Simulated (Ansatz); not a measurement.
# Si23BHO48: the cost of one run

Program: Ansatz 0.2.0. Level of theory: DFT r2SCAN, scalar-relativistic, plane waves, PAW. These are calculated values, not measurements.

## Step 1: The structure to begin with

It takes space group P1 (No. 1, triclinic). The conventional cell has a = 9.832 Å, b = 9.832 Å, c = 10.818 Å, α = 90.00°, β = 90.00°, γ = 120.00°. Around Si (site symmetry 1) lie 4 O at 1.62 to 1.63 Å. Around Si (site symmetry 1) lie 4 O at 1.62 to 1.64 Å. O (site symmetry 1) has 2 Si at 1.63 Å as nearest neighbours. Around O (site symmetry 1) lie 2 Si at 1.62 to 1.63 Å. Only part of the 73 independent sites is listed.

As a file:

```cif
data_structure
_symmetry_space_group_name_H-M 'P1'
_symmetry_Int_Tables_number 1
_cell_length_a 9.8316
_cell_length_b 9.8316
_cell_length_c 10.8182
_cell_angle_alpha 90.000
_cell_angle_beta 90.000
_cell_angle_gamma 120.000
_cell_volume 905.60
loop_
_atom_site_label
_atom_site_type_symbol
_atom_site_symmetry_multiplicity
_atom_site_Wyckoff_symbol
_atom_site_fract_x
_atom_site_fract_y
_atom_site_fract_z
_atom_site_occupancy
Si1 Si 1 a 0.26543 0.26969 0.16595 1
Si2 Si 1 a 0.73254 0.00087 0.33343 1
Si3 Si 1 a 0.99399 0.23001 0.00111 1
O1 O 1 a 0.85974 0.07018 0.44537 1
O2 O 1 a 0.92848 0.29496 0.11081 1
O3 O 1 a 0.70278 0.13764 0.27873 1
O4 O 1 a 0.12907 0.19997 0.05998 1
O5 O 1 a 0.06385 0.36613 0.39329 1
O6 O 1 a 0.28830 0.43202 0.22421 1
Si4 Si 1 a 0.26260 0.26657 0.66825 1
Si5 Si 1 a 0.72255 0.98771 0.83639 1
Si6 Si 1 a 0.98941 0.23738 0.50465 1
O7 O 1 a 0.85470 0.06673 0.94395 1
O8 O 1 a 0.91779 0.30312 0.60936 1
O9 O 1 a 0.67282 0.11336 0.78519 1
O10 O 1 a 0.12480 0.20978 0.56537 1
O11 O 1 a 0.06292 0.35823 0.88967 1
O12 O 1 a 0.29771 0.43136 0.72992 1
Si7 Si 1 a 0.76542 0.26891 0.16943 1
Si8 Si 1 a 0.24565 0.00717 0.33461 1
Si9 Si 1 a 0.50029 0.23789 0.99952 1
O13 O 1 a 0.38074 0.07664 0.44163 1
O14 O 1 a 0.43087 0.30650 0.10363 1
O15 O 1 a 0.21592 0.14302 0.27811 1
O16 O 1 a 0.63281 0.20825 0.06195 1
O17 O 1 a 0.57470 0.37652 0.39293 1
O18 O 1 a 0.79838 0.43565 0.22609 1
B1 B 1 a 0.78654 0.31542 0.63263 1
Si10 Si 1 a 0.23631 0.99960 0.83477 1
Si11 Si 1 a 0.50888 0.24450 0.50164 1
O19 O 1 a 0.36070 0.07029 0.94822 1
O20 O 1 a 0.42523 0.29504 0.60710 1
O21 O 1 a 0.20421 0.13155 0.77454 1
O22 O 1 a 0.65337 0.23013 0.56041 1
O23 O 1 a 0.57216 0.35865 0.88353 1
O24 O 1 a 0.80098 0.42847 0.71503 1
Si12 Si 1 a 0.77088 0.77046 0.16779 1
Si13 Si 1 a 0.22956 0.50055 0.33631 1
Si14 Si 1 a 0.49428 0.71970 0.00675 1
O25 O 1 a 0.36177 0.56688 0.44544 1
O26 O 1 a 0.43050 0.79188 0.11214 1
O27 O 1 a 0.20457 0.64037 0.28138 1
O28 O 1 a 0.63083 0.69387 0.06594 1
O29 O 1 a 0.56813 0.86018 0.38840 1
O30 O 1 a 0.79747 0.93666 0.22155 1
Si15 Si 1 a 0.76951 0.76694 0.66626 1
Si16 Si 1 a 0.23089 0.49579 0.83888 1
Si17 Si 1 a 0.50228 0.73155 0.49976 1
O31 O 1 a 0.35337 0.55427 0.95454 1
O32 O 1 a 0.43753 0.79495 0.61207 1
O33 O 1 a 0.21187 0.63878 0.78263 1
O34 O 1 a 0.63997 0.70407 0.55527 1
O35 O 1 a 0.56340 0.83983 0.89086 1
O36 O 1 a 0.79295 0.92894 0.72560 1
Si18 Si 1 a 0.26682 0.76718 0.16873 1
Si19 Si 1 a 0.74246 0.50821 0.33694 1
Si20 Si 1 a 0.99945 0.72850 0.99673 1
O37 O 1 a 0.87480 0.57366 0.44568 1
O38 O 1 a 0.93052 0.79604 0.10238 1
O39 O 1 a 0.72131 0.65017 0.28368 1
O40 O 1 a 0.13526 0.70334 0.05958 1
O41 O 1 a 0.08197 0.87148 0.39411 1
O42 O 1 a 0.30046 0.93522 0.22255 1
Si21 Si 1 a 0.27453 0.76786 0.67198 1
Si22 Si 1 a 0.73803 0.49344 0.82568 1
Si23 Si 1 a 0.00891 0.74012 0.50282 1
O43 O 1 a 0.86633 0.56261 0.93824 1
O44 O 1 a 0.93703 0.80243 0.60942 1
O45 O 1 a 0.71056 0.63282 0.77285 1
O46 O 1 a 0.14281 0.71102 0.56421 1
O47 O 1 a 0.07143 0.85652 0.88483 1
O48 O 1 a 0.31415 0.93753 0.73028 1
H1 H 1 a 0.58688 0.07356 0.76038 1
```

The structure rests on an entry of the Crystallography Open Database; cell or positions may have been set otherwise for this series.

## Step 2: Single point: Si23BHO48 defect cell, no spin

input.yaml reads:

```yaml
crystal:
  lattice:
    - [9.8316, 0.0, 0.0]
    - [-4.9158, 8.514415, 0.0]
    - [0.0, 0.0, 10.8182]
  atoms:
    - { symbol: Si, position: [0.269688, 0.0042536, 0.165953] }
    - { symbol: Si, position: [0.00086857, 0.268329, 0.333434] }
    - { symbol: Si, position: [0.230014, 0.236022, 0.0011123] }
    - { symbol: O, position: [0.070179, 0.210435, 0.445374] }
    - { symbol: O, position: [0.294955, 0.366478, 0.110814] }
    - { symbol: O, position: [0.137636, 0.434859, 0.278726] }
    - { symbol: O, position: [0.199974, 0.070902, 0.059979] }
    - { symbol: O, position: [0.366129, 0.302277, 0.393291] }
    - { symbol: O, position: [0.432015, 0.143711, 0.22421] }
    - { symbol: Si, position: [0.266571, 0.0039666, 0.668249] }
    - { symbol: Si, position: [0.987707, 0.265161, 0.836393] }
    - { symbol: Si, position: [0.237378, 0.247967, 0.504647] }
    - { symbol: O, position: [0.066733, 0.212031, 0.943951] }
    - { symbol: O, position: [0.30312, 0.38533, 0.609362] }
    - { symbol: O, position: [0.113359, 0.440542, 0.785195] }
    - { symbol: O, position: [0.209781, 0.084978, 0.565365] }
    - { symbol: O, position: [0.358233, 0.295309, 0.889674] }
    - { symbol: O, position: [0.431356, 0.133649, 0.729922] }
    - { symbol: Si, position: [0.268913, 0.503497, 0.169429] }
    - { symbol: Si, position: [0.007174, 0.761525, 0.334614] }
    - { symbol: Si, position: [0.237888, 0.737601, 0.99952221] }
    - { symbol: O, position: [0.076635, 0.695899, 0.441634] }
    - { symbol: O, position: [0.306496, 0.87563, 0.103626] }
    - { symbol: O, position: [0.143017, 0.927102, 0.278113] }
    - { symbol: O, position: [0.20825, 0.575435, 0.061949] }
    - { symbol: O, position: [0.37652, 0.801823, 0.392928] }
    - { symbol: O, position: [0.435645, 0.637269, 0.226091] }
    - { symbol: B, position: [0.315419, 0.528881, 0.632634] }
    - { symbol: Si, position: [0.99959752, 0.763292, 0.834772] }
    - { symbol: Si, position: [0.244495, 0.735614, 0.501644] }
    - { symbol: O, position: [0.070295, 0.709593, 0.948222] }
    - { symbol: O, position: [0.295041, 0.869808, 0.607103] }
    - { symbol: O, position: [0.131554, 0.927349, 0.774543] }
    - { symbol: O, position: [0.230133, 0.57676, 0.560411] }
    - { symbol: O, position: [0.358652, 0.786494, 0.883529] }
    - { symbol: O, position: [0.428471, 0.627495, 0.715034] }
    - { symbol: Si, position: [0.770458, 0.99957762, 0.167788] }
    - { symbol: Si, position: [0.50055, 0.270995, 0.336313] }
    - { symbol: Si, position: [0.719697, 0.225415, 0.0067535] }
    - { symbol: O, position: [0.566877, 0.20511, 0.445445] }
    - { symbol: O, position: [0.79188, 0.361376, 0.112142] }
    - { symbol: O, position: [0.640373, 0.4358, 0.281383] }
    - { symbol: O, position: [0.693872, 0.063042, 0.065936] }
    - { symbol: O, position: [0.860175, 0.292042, 0.388396] }
    - { symbol: O, position: [0.936655, 0.139185, 0.221554] }
    - { symbol: Si, position: [0.766943, 0.9974284, 0.666258] }
    - { symbol: Si, position: [0.495789, 0.264895, 0.838883] }
    - { symbol: Si, position: [0.731552, 0.229275, 0.499757] }
    - { symbol: O, position: [0.554274, 0.200908, 0.954544] }
    - { symbol: O, position: [0.794951, 0.357422, 0.612067] }
    - { symbol: O, position: [0.638777, 0.426904, 0.782628] }
    - { symbol: O, position: [0.704068, 0.064096, 0.555266] }
    - { symbol: O, position: [0.839832, 0.276428, 0.890862] }
    - { symbol: O, position: [0.928938, 0.135987, 0.7256] }
    - { symbol: Si, position: [0.767177, 0.500352, 0.168729] }
    - { symbol: Si, position: [0.508211, 0.765754, 0.336944] }
    - { symbol: Si, position: [0.728497, 0.729043, 0.9967325] }
    - { symbol: O, position: [0.573655, 0.698857, 0.445684] }
    - { symbol: O, position: [0.796038, 0.865517, 0.102384] }
    - { symbol: O, position: [0.650169, 0.928859, 0.28368] }
    - { symbol: O, position: [0.703343, 0.568083, 0.059577] }
    - { symbol: O, position: [0.87148, 0.789506, 0.394112] }
    - { symbol: O, position: [0.935223, 0.634767, 0.222552] }
    - { symbol: Si, position: [0.767859, 0.493331, 0.671978] }
    - { symbol: Si, position: [0.493437, 0.755403, 0.825684] }
    - { symbol: Si, position: [0.74012, 0.731211, 0.502816] }
    - { symbol: O, position: [0.562606, 0.696273, 0.938237] }
    - { symbol: O, position: [0.802427, 0.865398, 0.60942] }
    - { symbol: O, position: [0.632818, 0.922256, 0.772848] }
    - { symbol: O, position: [0.711021, 0.568213, 0.564206] }
    - { symbol: O, position: [0.856517, 0.785087, 0.884832] }
    - { symbol: O, position: [0.937531, 0.623376, 0.730281] }
    - { symbol: H, position: [0.07355571, 0.48667554, 0.760384] }
scf:
  occupations: { method: gaussian, width: 0.02 }
output:
  stress: false
  eigenvalues: true
kpoints:
  mp_grid: { grid: [1, 1, 1] }
hamiltonian:
  xc: r2scan
```

Command:

```sh
$ ansatz run input.yaml --threads 4 --pin off --max-ram 16384MiB --backend cpu --events-out ev --progress --plain --runs-dir out
```

Q: Estimate wall time and peak memory on 4 threads of Intel Xeon Platinum 8259CL at 2.50GHz (Skylake/Cascade Lake), shared host.

About 26 s, with a peak of 2.4 GiB.
